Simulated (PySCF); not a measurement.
**TlS: from the state search to spectroscopic constants**

One table from this session's results is given with a row withheld; the runs are named, their logs left out.

The runs use PySCF 2.14.0; Tl def2-SVPD with ECP60, S def2-SVPD, scalar-relativistic core potentials.

Set-up of the first run:

Settings of the job:

* atoms: Tl, S
* charge: 0
* basis: Tl def2-SVPD with ECP60, S def2-SVPD
* Hamiltonian: scalar-relativistic core potentials
* basis functions: 59
* electrons treated: 37
* masses in u: 204.9744, 31.9721
* levels: PBE0, PBE, r²SCAN, M06-2X, BLYP, r²SCANh, HF, MP2, SCS-MP2, CCSD, CCSD(T)
* grid: 80 radial by 434 angular points
* occupations: held fixed by the projection of orbital angular momentum
* dissociation limit: Tl + S, each in its ground configuration
* starting distance in angstrom: 2.415
* values of 2S to try: 1, 3

Launch:

```console
OMP_NUM_THREADS=1 python dia.py task.json out
```

Steps of the session up to this table: Set-up; First curve: PBE0; Other states along the same grid; PBE (GGA); r²SCAN (meta-GGA); M06-2X; BLYP; r²SCANh (hybrid meta-GGA); UHF (mean field); Correlated methods on the Hartree–Fock reference.

One of the session's tables, all rows but one given; the rest of the session is left out.

It belongs to the step «The curves together». Energy (eV) from each level's lowest point:

```
R (Å)    UHF  UHF-MP2  UHF-SCS-MP2  UHF-CCSD  UHF-CCSD(T)
2.271  0.838    0.778        0.817       n/a          n/a
2.377  0.389    0.350        0.377     0.374        0.381
2.482  0.135    0.113        0.128     0.127        0.131
2.562  0.038    0.027        0.034     0.034        0.036
2.641  0.000    0.000        0.000     0.000        0.000
2.720  0.008    0.018        0.011     0.011        0.009
2.826      ?        ?            ?         ?            ?
2.958  0.204    0.242        0.217     0.218        0.210
3.116  0.411    0.467        0.433     0.433        0.422
3.328  0.720    0.799        0.754       n/a          n/a
```

**Question.** Estimate the row for R (Å) = 2.826.

Worked estimate for «UHF». A straight line through the neighbours (2.720, 0.008) and (2.958, 0.204) gives 0.008 + (0.204 − 0.008) × (2.826 − 2.720) / (2.958 − 2.720) = 0.095; a parabola fitted to 4 rows on both sides gives 0.077.

The run gave: UHF: 0.070; UHF-MP2: 0.093; UHF-SCS-MP2: 0.078; UHF-CCSD: 0.078; UHF-CCSD(T): 0.074. In «UHF» the line misses by +0.025 and the parabola by +0.007.
